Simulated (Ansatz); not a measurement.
# BaTiO3: the cost of one run

Method: reference: DFT r2SCAN, plane waves, PAW, scalar-relativistic, no spin polarisation, in Ansatz 0.2.0.

## (1) The structure to begin with

It takes space group Pm-3m (No. 221, cubic). The conventional cell has a = 4.015 Å, b = 4.015 Å, c = 4.015 Å, α = 90.00°, β = 90.00°, γ = 90.00°. Ba (site symmetry m-3m) is surrounded by 12 O at 2.84 Å. Around Ti (site symmetry m-3m) lie 6 O at 2.01 Å. O (site symmetry 4/mmm) has 2 Ti at 2.01 Å and 4 Ba at 2.84 Å as nearest neighbours.

Structure file:

```
Ba Ti O
1.0
     4.01487    0.00000    0.00000
     0.00000    4.01487    0.00000
     0.00000    0.00000    8.02975
Ba Ti O
2 2 6
Direct
  0.50000 0.50000 0.25000
  0.50000 0.50000 0.75000
  0.00000 0.00000 0.00000
  0.00000 0.00000 0.50000
  0.50000 0.00000 0.00000
  0.50000 0.00000 0.50000
  0.00000 0.50000 0.00000
  0.00000 0.50000 0.50000
  0.00000 0.00000 0.25000
  0.00000 0.00000 0.75000
```

## (2) Reference

Input file input.yaml:

```yaml
crystal:
  lattice:
    - [4.01487455, 0.0, 0.0]
    - [0.0, 4.01487455, 0.0]
    - [0.0, 0.0, 8.02974909]
  atoms:
    - { symbol: Ba, position: [0.5, 0.5, 0.25] }
    - { symbol: Ba, position: [0.5, 0.5, 0.75] }
    - { symbol: Ti, position: [0.0, 0.0, 0.0] }
    - { symbol: Ti, position: [0.0, 0.0, 0.5] }
    - { symbol: O, position: [0.5, 0.0, 0.0] }
    - { symbol: O, position: [0.5, 0.0, 0.5] }
    - { symbol: O, position: [0.0, 0.5, 0.0] }
    - { symbol: O, position: [0.0, 0.5, 0.5] }
    - { symbol: O, position: [0.0, 0.0, 0.25] }
    - { symbol: O, position: [0.0, 0.0, 0.75] }
  symmetry: { tolerance: 0.0003 }
kpoints:
  mp_grid: { grid: [5, 5, 3], shift: [0, 0, 0] }
magnetization:
  spin_polarized: false
scf:
  occupations: { method: tetrahedron }
hamiltonian:
  pseudopotentials: { kind: paw }
  xc: r2scan
basis:
  ecutwfc: 500
output:
  forces: true
  stress: true
  eigenvalues: true
```

Command:

```console
$ ansatz run input.yaml --threads 1 --pin off --max-ram 2560MiB --backend cpu --events-out ev --progress --plain --runs-dir out
```

Q: Estimate wall time and peak memory on 1 thread of Arm Neoverse V2, shared host.

About 13 s, with a peak of 0.65 GiB.
